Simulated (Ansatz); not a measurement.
# ZnSn4: one candidate of a structure search

Aim: relax a trial structure of ZnSn4 and see where it ends.

Program: Ansatz 0.2.0. Level of theory: DFT PBE, scalar-relativistic, plane waves, PAW. These are calculated values, not measurements.

**1. The structure to begin with**

Symmetry: Im-3m, No. 229, cubic system. Conventional cell: a = 6.285 Å, b = 6.285 Å, c = 6.285 Å, α = 90.00°, β = 90.00°, γ = 90.00°. Zn (site symmetry m-3m) has 8 Sn at 2.72 Å as nearest neighbours. Sn (site symmetry -3m) has 2 Zn at 2.72 Å as nearest neighbours.

Coordinates:

```cif
data_structure
_symmetry_space_group_name_H-M 'P 1'
_symmetry_Int_Tables_number 1
_cell_length_a 5.4430
_cell_length_b 5.4430
_cell_length_c 5.4430
_cell_angle_alpha 109.471
_cell_angle_beta 109.471
_cell_angle_gamma 109.471
_cell_volume 124.14
loop_
_atom_site_label
_atom_site_type_symbol
_atom_site_fract_x
_atom_site_fract_y
_atom_site_fract_z
_atom_site_occupancy
Zn1 Zn 0.00000 0.00000 0.00000 1
Sn1 Sn 0.00000 0.00000 0.50000 1
Sn2 Sn 0.00000 0.50000 0.00000 1
Sn3 Sn 0.50000 0.00000 0.00000 1
Sn4 Sn 0.50000 0.50000 0.50000 1
```

The cell is invented: species swapped into a database cell of MnGa4 (Im-3m, No. 229), with Zn on the Mn sites and Sn on the Ga sites. Its size is a rough estimate.

**2. A first look at the guess**

File input.yaml:

```yaml
crystal:
  lattice:
    - [-3.14253084, 3.14253084, 3.14253084]
    - [3.14253084, -3.14253084, 3.14253084]
    - [3.14253084, 3.14253084, -3.14253084]
  atoms:
    - { symbol: Zn, position: [0.0, 0.0, 0.0] }
    - { symbol: Sn, position: [0.0, 0.0, 0.5] }
    - { symbol: Sn, position: [0.0, 0.5, 0.0] }
    - { symbol: Sn, position: [0.5, 0.0, 0.0] }
    - { symbol: Sn, position: [0.5, 0.5, 0.5] }
basis:
  ecutwfc: 420
kpoints:
  mp_grid: { grid: [4, 4, 4] }
hamiltonian:
  xc: pbe
scf:
  occupations: { method: gaussian, width: 0.1 }
  lower_state_search: "off"
output:
  forces: true
  stress: true
  eigenvalues: true
```

Command:

```sh
$ ansatz run input.yaml --threads 1 --pin off --max-ram 2048MiB --backend cpu --events-out ev --progress --plain --runs-dir out
```

What it wrote:

```text
[... 33 lines left out ...]
SCF 1 converged in 7 iterations: F = -27414.928299 eV  dr2 = 7.73e-8
SCF converged after 7 iterations
Free energy (F): -27414.928299 eV
Harris-Foulkes:  -27414.928299 eV  (|F-HF|=4.57e-8)
Internal energy: -27414.924969 eV  (E = F + TS)
E sigma→0 (E₀):  -27414.926634 eV
Entropy (-TS):   -0.003330 eV (-0.666 meV/atom)
Fermi energy:    10.783088 eV
--- Per-component energies (eV) ---
  E_band       = -291.982889
  E_kinetic    = 882.249371
  E_local      = -5445.343365  (includes V_loc(G=0)·N_el)
  E_nonlocal   = 481.389336
  E_hartree    = 3020.268816
  E_xc         = -1670.691537
  E_vxc        = -440.402185  (∫ρ·V_xc dr)
  E_paw        = -18368.742920  (= ΣΔE_a)
  E_vpaw       = -1810.439401  (= ΣTr[D̂ρ^β])
  E_aug_tail   = -0.000353  (compensation charges beyond the density's cutoff)
  E_ewald      = -6314.054317
  E_smearing   = -0.003330  (= −TS)
  E_closure    = -0.000000  (closes the sum)
  Σ components = -27414.928299   (vs F -27414.928299, Δ=0.00e0)
--- Forces (eV/Å), atoms counted from 1 ---
  atom   1  Zn    -0.00000000     0.00000000     0.00000000
  atom   2  Sn     0.00000000     0.00000000    -0.00000000
  atom   3  Sn     0.00000000    -0.00000000    -0.00000000
  atom   4  Sn     0.00000000    -0.00000000    -0.00000000
  atom   5  Sn     0.00000000    -0.00000000     0.00000000
  max |Σ_I F_I| component: 4.02e-29 eV/Å
--- Stress (GPa, compression-positive) ---
        7.257989       0.000000      -0.000000
       -0.000000       7.257989      -0.000000
        0.000000      -0.000000       7.257989
  P = ⅓ Tr σ = 7.2580 GPa (72.580 kbar)
--- Band table (eV; the first three rows and the last of 8) ---
  k-point 0: bands = ["-10.9409", "-10.9409", "-10.8913", "-10.8102", "-10.8102", "-10.8033", "-10.8033", "-10.8033", "-10.7317", "-10.7317", "-10.7317", "-10.6906", "-10.6906", "-10.6906", "-10.6281", "-10.6281", "-10.6281", "-10.5173", "-10.5173", "-10.5173", "-0.5955", "2.5471", "2.5471", "2.5471", "2.8712", "2.8712", "6.0622", "6.0622", "6.0622", "6.9454", "6.9454", "6.9454", "8.4948", "8.4948", "8.4948", "9.3729", "13.3465", "13.3465", "14.8016", "14.8016"]
  k-point 1: bands = ["-10.9187", "-10.8833", "-10.8631", "-10.8216", "-10.7916", "-10.7826", "-10.7731", "-10.7719", "-10.7509", "-10.7298", "-10.7284", "-10.7080", "-10.6868", "-10.6859", "-10.6526", "-10.6385", "-10.6379", "-10.5832", "-10.5485", "-10.5485", "-0.1319", "2.4764", "2.4920", "2.6065", "2.8550", "2.8583", "3.8487", "4.7572", "5.4799", "7.0190", "7.0510", "8.7488", "9.1906", "9.1914", "10.1189", "11.4155", "12.7394", "13.0056", "14.4338", "15.0241"]
  k-point 2: bands = ["-10.8692", "-10.8674", "-10.8092", "-10.7956", "-10.7561", "-10.7534", "-10.7323", "-10.7313", "-10.7310", "-10.7308", "-10.7264", "-10.7254", "-10.7170", "-10.7152", "-10.6745", "-10.6735", "-10.6555", "-10.6539", "-10.5932", "-10.5924", "0.9396", "1.6418", "2.4341", "2.6955", "2.7150", "2.8413", "2.8462", "4.1304", "5.1401", "6.8169", "7.0009", "9.7635", "10.2355", "10.7145", "11.1706", "12.6672", "12.7166", "12.9089", "14.0941", "15.0129"]
  k-point 7: bands = ["-10.9230", "-10.9230", "-10.9230", "-10.8280", "-10.8280", "-10.8280", "-10.7262", "-10.7262", "-10.7262", "-10.6996", "-10.6996", "-10.6996", "-10.6823", "-10.6823", "-10.6823", "-10.6524", "-10.6122", "-10.6122", "-10.5119", "-10.5119", "2.4626", "2.4626", "2.4626", "2.6731", "2.6731", "2.6731", "2.7756", "2.7756", "3.2327", "6.3712", "6.3712", "8.9770", "10.5673", "10.5673", "10.5673", "14.4009", "14.4009", "14.4009", "15.7967", "17.4046"]
```

Run time: 5.4 s. Hardware: 1 thread of Arm Neoverse N1, shared host; peak memory 0.38 GiB.

From the probe: pressure 7.3 GPa, largest force 0.00 eV/Å, gap on this mesh none (metal). A guess like this is first relaxed loosely on the coarse mesh.

**3. Coarse relaxation**

input.yaml, as its differences from that of step 2:

```diff
@@ -24 +24,6 @@
   eigenvalues: true
+relax:
+  adjacent_minimum: "off"
+  f_tol: 0.04
+  max_steps: 70
+  cell: { stress_tol: 0.4 }
```

Command:

```sh
$ ansatz run input.yaml --threads 1 --pin off --max-ram 2048MiB --backend cpu --events-out ev --progress --plain --runs-dir out
```

What it wrote:

```text
Warning: RAYON_NUM_THREADS=1 ignored (pool sized by the plan → 1); use --threads N
Engine: ansatz 0.2.0, aarch64-unknown-linux-gnu
Pseudopotentials: kind: paw
Pseudopotential: Zn, paw, valence charge 12, recommended cutoff 420 eV (normal), Zn.paw.azcp
Pseudopotential: Sn, paw, valence charge 14, recommended cutoff 420 eV (normal), Sn.paw.azcp
Functional definition: PBE
  parameter kappa = 0.804
  parameter beta = 0.06672455060314922
  exchange = pbe_x(kappa = kappa, mu = beta*pi^2/3)
  correlation = pbe_c(beta = beta)
Crystal: 5 atoms, lattice volume = 124.136 Å³
Basis set: ecut = 420 eV, 2491 PW (Γ), exchange–correlation on 80×80×80 points (8 copies of the dense FFT grid, shifted against one another)
Bands: 41, of which v1, the nominal top of the filled ones, is band 34 counted from 1 (33 counted from 0)
Symmetry: 48 space group operations
Space group: Im-3m (ITA 229), of the structure as read, at distance tolerance 5.0e-5 Å
k-points: 8 of 64
Non-local potential: Zn, projectors of the file, l = 0: 2, l = 1: 2, l = 2: 3, l = 3: 1
Non-local potential: Sn, projectors of the file, l = 0: 2, l = 1: 2, l = 2: 2, l = 3: 2
PAW form: soft (Blöchl's): semilocal exchange-correlation on the pseudo side does not see the compensation charge
PAW one-centre angular grid: Zn, 590 points (default); XC on 64 Gauss nodes
PAW one-centre angular grid: Sn, 590 points (default); XC on 64 Gauss nodes
Initial density: superposition of atomic densities (neutral atoms: chi_scale 0, normalization atom), corrected by the library's trained network
Initial wavefunctions: pseudopotential atomic-orbital guess
Functional: x = pbe(κ = 0.804, μ = 0.2195149727645171), c = pbe(β = 0.06672455060314922)
SCF iter   1: F=—  HF=-27414.932741 eV  |F-HF|=—  |Δ(HF+E_count)|=         —  Δρ=1.18e-3  dr2=3.00e-3  ethr=1.77e-3  ⟨swp⟩=7.5  Hψ=1413  notcnv=0
preconditioner: auto → Resta (q_TF=auto, 2.468 Å⁻¹)  ε∞=3.4  [insulator: Δε(μ)=0.431 eV  Ē_g=17.892 eV  σ=0.100 eV  W_gap=0.83  n_scr=42 (ndim 8)  ℏωp=27.5 eV  f_vac=0.007  D(μ)=0.67/eV (n_scr^D=0)  ε∞_Penn≈3.4]
SCF iter   2: F=—  HF=-27414.928358 eV  |F-HF|=—  |Δ(HF+E_count)|=   4.38e-3  Δρ=6.73e-4  dr2=4.25e-4  ethr=4.41e-6  ⟨swp⟩=2.0  Hψ=667  notcnv=0  defer=1
SCF iter   3: F=—  HF=-27414.928255 eV  |F-HF|=—  |Δ(HF+E_count)|=   1.03e-4  Δρ=3.04e-4  dr2=1.61e-4  ethr=6.25e-7  ⟨swp⟩=2.2  Hψ=567  notcnv=0  defer=1
SCF iter   4: F=—  HF=-27414.928307 eV  |F-HF|=—  |Δ(HF+E_count)|=   5.21e-5  Δρ=2.90e-4  dr2=5.71e-5  ethr=2.37e-7  ⟨swp⟩=2.0  Hψ=587  notcnv=0  defer=1
SCF iter   5: F=—  HF=-27414.928298 eV  |F-HF|=—  |Δ(HF+E_count)|=   8.29e-6  Δρ=9.82e-5  dr2=9.76e-6  ethr=8.40e-8  ⟨swp⟩=2.0  Hψ=383  notcnv=0  defer=1
SCF iter   6: F=—  HF=-27414.928299 eV  |F-HF|=—  |Δ(HF+E_count)|=   1.07e-6  Δρ=2.49e-5  dr2=6.60e-7  ethr=1.44e-8  ⟨swp⟩=2.0  Hψ=587  notcnv=0  defer=1
SCF iter   7: F=-27414.928299 eV  HF=-27414.928299 eV  |F-HF|=4.55e-8  |Δ(HF+E_count)|=   1.46e-7  Δρ=8.98e-6  dr2=7.70e-8  ethr=1.47e-10  ⟨swp⟩=7.6  Hψ=1522  notcnv=0
SCF 1 converged in 7 iterations: F = -27414.928299 eV  dr2 = 7.70e-8
relax step   1: F+E_penalty+E_count = -27414.92829925 eV  Δ(F+E_penalty+E_count) = +0.000e0 eV  max|allowed force component| = 1.044e-28 eV/Å  Δτ_max = 0.0000 Å  P = +7.258 GPa  Ω = 124.136 Å³  (7 SCF iters, dr2 threshold 1.00e-7 eV, accepted)
Crystal: 5 atoms, lattice volume = 143.191 Å³
Basis set: ecut = 420 eV, 2779 PW (Γ), exchange–correlation on 80×80×80 points (8 copies of the dense FFT grid, shifted against one another)
Initial density: handed on by an earlier stage of this run
Initial wavefunctions: those handed on with the density
iter 1 solved again at ethr=3.83e-5 eV; its pass at ethr=3.10e-3 eV (dr2=2.61e-2 eV) is discarded
SCF iter   1: F=—  HF=-27415.229255 eV  |F-HF|=—  |Δ(HF+E_count)|=         —  Δρ=4.62e-3  dr2=2.49e-2  ethr=3.83e-5  ⟨swp⟩=1.6  Hψ=2073  notcnv=0
preconditioner: auto → Resta (q_TF=auto, 2.410 Å⁻¹)  ε∞=3.2  [insulator: Δε(μ)=0.285 eV  Ē_g=17.447 eV  σ=0.100 eV  W_gap=0.83  n_scr=42 (ndim 8)  ℏωp=25.6 eV  f_vac=0.021  D(μ)=0.69/eV (n_scr^D=0)  ε∞_Penn≈3.2]
SCF iter   2: F=—  HF=-27415.226335 eV  |F-HF|=—  |Δ(HF+E_count)|=   2.92e-3  Δρ=1.83e-3  dr2=5.84e-3  ethr=3.66e-5  ⟨swp⟩=2.0  Hψ=379  notcnv=0
SCF iter   3: F=—  HF=-27415.226498 eV  |F-HF|=—  |Δ(HF+E_count)|=   1.63e-4  Δρ=1.48e-3  dr2=2.59e-3  ethr=8.59e-6  ⟨swp⟩=2.0  Hψ=429  notcnv=0
SCF iter   4: F=—  HF=-27415.226466 eV  |F-HF|=—  |Δ(HF+E_count)|=   3.22e-5  Δρ=3.90e-4  dr2=1.96e-4  ethr=3.81e-6  ⟨swp⟩=2.0  Hψ=487  notcnv=0
SCF iter   5: F=—  HF=-27415.226601 eV  |F-HF|=—  |Δ(HF+E_count)|=   1.35e-4  Δρ=8.11e-5  dr2=1.42e-5  ethr=2.89e-7  ⟨swp⟩=2.0  Hψ=442  notcnv=0
SCF iter   6: F=—  HF=-27415.226608 eV  |F-HF|=—  |Δ(HF+E_count)|=   7.51e-6  Δρ=3.93e-5  dr2=1.44e-6  ethr=2.09e-8  ⟨swp⟩=2.0  Hψ=588  notcnv=0
SCF iter   7: F=-27415.226610 eV  HF=-27415.226610 eV  |F-HF|=1.55e-8  |Δ(HF+E_count)|=   1.76e-6  Δρ=4.85e-6  dr2=3.40e-8  ethr=7.35e-10  ⟨swp⟩=10.0  Hψ=1630  notcnv=0
SCF 2 converged in 7 iterations: F = -27415.226610 eV  dr2 = 3.40e-8
relax step   2: F+E_penalty+E_count = -27415.22660994 eV  Δ(F+E_penalty+E_count) = -2.983e-1 eV  max|allowed force component| = 1.212e-29 eV/Å  Δτ_max = 0.0000 Å  P = -1.047 GPa  Ω = 143.191 Å³  energy of the carried Pulay correction = -5.580e-3 eV  (7 SCF iters, dr2 threshold 5.00e-7 eV, accepted)
Crystal: 5 atoms, lattice volume = 140.474 Å³
Basis set: ecut = 420 eV, 2731 PW (Γ), exchange–correlation on 80×80×80 points (8 copies of the dense FFT grid, shifted against one another)
iter 1 solved again at ethr=3.82e-7 eV; its pass at ethr=3.10e-3 eV (dr2=2.60e-4 eV) is discarded
SCF iter   1: F=—  HF=-27415.238328 eV  |F-HF|=—  |Δ(HF+E_count)|=         —  Δρ=5.44e-4  dr2=3.36e-4  ethr=3.82e-7  ⟨swp⟩=2.9  Hψ=1871  notcnv=0
preconditioner: auto → Resta (q_TF=auto, 2.418 Å⁻¹)  ε∞=3.2  [insulator: Δε(μ)=0.297 eV  Ē_g=17.459 eV  σ=0.100 eV  W_gap=0.83  n_scr=42 (ndim 8)  ℏωp=25.8 eV  f_vac=0.010  D(μ)=0.68/eV (n_scr^D=0)  ε∞_Penn≈3.2]
SCF iter   2: F=—  HF=-27415.238292 eV  |F-HF|=—  |Δ(HF+E_count)|=   3.59e-5  Δρ=2.23e-4  dr2=8.21e-5  ethr=3.82e-7  ⟨swp⟩=2.0  Hψ=382  notcnv=0
SCF iter   3: F=—  HF=-27415.238295 eV  |F-HF|=—  |Δ(HF+E_count)|=   3.36e-6  Δρ=1.90e-4  dr2=3.80e-5  ethr=1.21e-7  ⟨swp⟩=2.0  Hψ=431  notcnv=0
SCF iter   4: F=—  HF=-27415.238289 eV  |F-HF|=—  |Δ(HF+E_count)|=   6.35e-6  Δρ=4.27e-5  dr2=2.51e-6  ethr=5.60e-8  ⟨swp⟩=2.0  Hψ=410  notcnv=0
SCF iter   5: F=-27415.238291 eV  HF=-27415.238290 eV  |F-HF|=6.74e-8  |Δ(HF+E_count)|=   1.54e-6  Δρ=1.07e-5  dr2=2.25e-7  ethr=7.35e-10  ⟨swp⟩=8.4  Hψ=1537  notcnv=0
SCF 3 converged in 5 iterations: F = -27415.238291 eV  dr2 = 2.25e-7
relax step   3: F+E_penalty+E_count = -27415.23829055 eV  Δ(F+E_penalty+E_count) = -1.168e-2 eV  max|allowed force component| = 2.146e-29 eV/Å  Δτ_max = 0.0000 Å  P = -0.228 GPa  Ω = 140.474 Å³  energy of the carried Pulay correction = -4.834e-3 eV  (5 SCF iters, dr2 threshold 5.00e-7 eV, accepted)
Initial wavefunctions: pseudopotential atomic-orbital guess (no wavefunctions were taken with the density)
iter 1 solved again at ethr=6.47e-7 eV; its pass at ethr=3.10e-3 eV (dr2=4.40e-4 eV) is discarded
SCF iter   1: F=—  HF=-27415.239321 eV  |F-HF|=—  |Δ(HF+E_count)|=         —  Δρ=4.87e-4  dr2=1.24e-5  ethr=6.47e-7  ⟨swp⟩=2.9  Hψ=2072  notcnv=0
preconditioner: auto → Resta (q_TF=auto, 2.418 Å⁻¹)  ε∞=3.2  [insulator: Δε(μ)=0.297 eV  Ē_g=17.464 eV  σ=0.100 eV  W_gap=0.83  n_scr=42 (ndim 8)  ℏωp=25.8 eV  f_vac=0.011  D(μ)=0.68/eV (n_scr^D=0)  ε∞_Penn≈3.2]
SCF iter   2: F=—  HF=-27415.241802 eV  |F-HF|=—  |Δ(HF+E_count)|=   2.48e-3  Δρ=2.64e-4  dr2=1.02e-5  ethr=1.83e-8  ⟨swp⟩=2.5  Hψ=607  notcnv=0
SCF iter   3: F=—  HF=-27415.242522 eV  |F-HF|=—  |Δ(HF+E_count)|=   7.20e-4  Δρ=9.26e-5  dr2=5.79e-7  ethr=1.50e-8  ⟨swp⟩=2.0  Hψ=433  notcnv=0
SCF iter   4: F=—  HF=-27415.242635 eV  |F-HF|=—  |Δ(HF+E_count)|=   1.14e-4  Δρ=7.07e-6  dr2=1.50e-8  ethr=8.51e-10  ⟨swp⟩=2.0  Hψ=442  notcnv=0
SCF iter   5: F=—  HF=-27415.242636 eV  |F-HF|=—  |Δ(HF+E_count)|=   3.44e-7  Δρ=2.84e-6  dr2=3.10e-9  ethr=4.71e-12  ⟨swp⟩=6.2  Hψ=1216  notcnv=0
SCF iter   6: F=-27415.242636 eV  HF=-27415.242636 eV  |F-HF|=2.94e-9  |Δ(HF+E_count)|=   4.60e-8  Δρ=5.45e-7  dr2=6.20e-11  ethr=4.56e-12  ⟨swp⟩=4.4  Hψ=1033  notcnv=0
SCF 4 converged in 6 iterations: F = -27415.242636 eV  dr2 = 6.20e-11
relax step   4: F+E_penalty+E_count = -27415.24263586 eV  Δ(F+E_penalty+E_count) = -4.345e-3 eV  max|allowed force component| = 2.346e-29 eV/Å  Δτ_max = 0.0000 Å  P = -0.239 GPa  Ω = 140.474 Å³  stress off target by 2.39e-1 GPa  SCF on the basis re-selected at this cell (its energy is not comparable with the rows above)  (6 SCF iters)
basis re-selected at this cell: Δ(F+E_penalty+E_count) = -4.345e-3 eV, ΔP = -0.011 GPa vs the last step (what re-selecting the basis moved, of the pressure what is left beyond the Pulay correction that the steps carried, after the strain that the cell walked since its last selection, with what the two solves' SCF thresholds leave and, on support functions, any second-order correction that the steps lacked; it is no measure of the basis error at this ecutwfc). This SCF's stress stands 2.39e-1 GPa from its target on what of the cell is left free (relax.cell.stress_tol is 4.00e-1 GPa) and its largest allowed force component is 2.35e-29 eV/Å (relax.f_tol is 4.00e-2 eV/Å): within both
SCF converged after 6 iterations
Free energy (F): -27415.242636 eV
Harris-Foulkes:  -27415.242636 eV  (|F-HF|=2.94e-9)
Internal energy: -27415.239243 eV  (E = F + TS)
E sigma→0 (E₀):  -27415.240939 eV
Entropy (-TS):   -0.003393 eV (-0.679 meV/atom)
Fermi energy:    9.140917 eV
--- Per-component energies (eV) ---
  E_band       = -398.662679
  E_kinetic    = 873.838597
  E_local      = -5843.666095  (includes V_loc(G=0)·N_el)
  E_nonlocal   = 481.232191
  E_hartree    = 3167.153048
  E_xc         = -1666.722891
  E_vxc        = -434.829205  (∫ρ·V_xc dr)
  E_paw        = -18367.962747  (= ΣΔE_a)
  E_vpaw       = -1809.544182  (= ΣTr[D̂ρ^β])
  E_aug_tail   = -0.000360  (compensation charges beyond the density's cutoff)
  E_ewald      = -6059.110985
  E_smearing   = -0.003393  (= −TS)
  E_closure    = -0.000000  (closes the sum)
  Σ components = -27415.242636   (vs F -27415.242636, Δ=0.00e0)
--- Forces (eV/Å), atoms counted from 1 ---
  atom   1  Zn    -0.00000000     0.00000000    -0.00000000
  atom   2  Sn     0.00000000    -0.00000000    -0.00000000
  atom   3  Sn     0.00000000    -0.00000000     0.00000000
  atom   4  Sn     0.00000000    -0.00000000    -0.00000000
  atom   5  Sn     0.00000000     0.00000000     0.00000000
  max |Σ_I F_I| component: 7.59e-29 eV/Å
--- Stress (GPa, compression-positive) ---
       -0.238909      -0.000000      -0.000000
        0.000000      -0.238909      -0.000000
       -0.000000      -0.000000      -0.238909
  P = ⅓ Tr σ = -0.2389 GPa (-2.389 kbar)
--- Band table (eV; the first three rows and the last of 8) ---
  k-point 0: bands = ["-12.5522", "-12.5522", "-12.5070", "-12.4641", "-12.4641", "-12.4563", "-12.4563", "-12.4563", "-12.4070", "-12.4070", "-12.4070", "-12.3865", "-12.3865", "-12.3865", "-12.3434", "-12.3434", "-12.3434", "-12.2633", "-12.2633", "-12.2633", "-1.4683", "1.2041", "1.2041", "1.2041", "1.4842", "1.4842", "4.1123", "4.1123", "4.1123", "5.7116", "5.7116", "5.7116", "7.1071", "7.1071", "7.1071", "7.6020", "11.8097", "11.8097", "12.7221", "12.7221", "12.7221"]
  k-point 1: bands = ["-12.5371", "-12.5120", "-12.4893", "-12.4693", "-12.4524", "-12.4461", "-12.4356", "-12.4351", "-12.4192", "-12.4056", "-12.4051", "-12.3976", "-12.3834", "-12.3830", "-12.3599", "-12.3506", "-12.3503", "-12.3078", "-12.2844", "-12.2842", "-1.0518", "1.1550", "1.1644", "1.2630", "1.4739", "1.4760", "2.4515", "3.1930", "3.7128", "5.5743", "5.7807", "7.3331", "7.4781", "7.5630", "8.4327", "9.5295", "10.8963", "11.1082", "12.7975", "13.1363", "13.3024"]
  k-point 2: bands = ["-12.5025", "-12.5019", "-12.4550", "-12.4480", "-12.4260", "-12.4241", "-12.4118", "-12.4116", "-12.4057", "-12.4056", "-12.4050", "-12.4046", "-12.4028", "-12.4014", "-12.3733", "-12.3732", "-12.3635", "-12.3625", "-12.3141", "-12.3140", "-0.0955", "0.5148", "1.1225", "1.3490", "1.3850", "1.4650", "1.4683", "2.6549", "3.4453", "5.3774", "5.7720", "8.2355", "8.4026", "9.0729", "9.3942", "10.4676", "10.7541", "10.9646", "11.7910", "12.8831", "13.1579"]
  k-point 7: bands = ["-12.5417", "-12.5417", "-12.5417", "-12.4705", "-12.4705", "-12.4705", "-12.4069", "-12.4069", "-12.4069", "-12.3926", "-12.3926", "-12.3926", "-12.3728", "-12.3728", "-12.3728", "-12.3529", "-12.3338", "-12.3338", "-12.2598", "-12.2598", "1.1384", "1.1384", "1.1384", "1.3350", "1.3350", "1.3350", "1.4273", "1.4273", "2.2398", "5.2211", "5.2211", "6.4538", "8.8618", "8.8618", "8.8618", "12.5749", "12.5749", "12.5749", "13.7575", "14.8889", "14.8889"]
--- Relaxed structure (3 steps of the walk, 3 accepted, 1 SCFs on fresh bases) ---
  F+E_penalty+E_count = -27415.24263586 eV   max|allowed force component| = 2.346e-29 eV/Å   (the final SCF, on the basis selected at the relaxed cell)
  cell:  # Å, volume = 140.4743 Å³
    - [-3.274756059973933, 3.274756059973933, 3.274756059973933]
    - [3.274756059973933, -3.274756059973933, 3.274756059973933]
    - [3.274756059973933, 3.274756059973933, -3.274756059973933]
  atoms:
    - { symbol: Zn, position: [-1.3237765647119053e-33, 2.3533805594878273e-33, 2.075550910103854e-33] }
    - { symbol: Sn, position: [0.0, 0.0, 0.5] }
    - { symbol: Sn, position: [0.0, 0.5, 0.0] }
    - { symbol: Sn, position: [0.5, 0.0, 0.0] }
    - { symbol: Sn, position: [0.5, 0.5, 0.5] }
```

Run time: 24 s. Hardware: 1 thread of Arm Neoverse N1, shared host; peak memory 0.4 GiB.

The steps of the relaxation:

```
step  E - E(step 1) (eV/cell)  largest force component (eV/Å)  pressure (GPa)  volume (Å³)
   1                   0.0000                          0.0000            7.26       124.14
   2                  -0.2983                          0.0000           -1.05       143.19
   3                  -0.3100                          0.0000           -0.23       140.47
   4                  -0.3143                          0.0000           -0.24       140.47
```

Step 1 is the start. Step 4 repeats the geometry before it on a plane-wave basis chosen anew for that cell, so its energy need not be comparable with the rows above.

Lengths and angles in the start's conventional setting:

|  | before | after | change |
| --- | --- | --- | --- |
| a (Å) | 6.285 | 6.550 | +4.2 % |
| b (Å) | 6.285 | 6.550 | +4.2 % |
| c (Å) | 6.285 | 6.550 | +4.2 % |
| volume (Å³/atom) | 24.83 | 28.09 | +13.2 % |
| shortest distance (Å) | 2.722 | 2.836 | +4.2 % |
| space group (0.01 Å) | Im-3m | Im-3m | same |

The run keeps the 48 symmetry operations of the start, so it could not have lowered the symmetry.

[end of part 1 of 2]
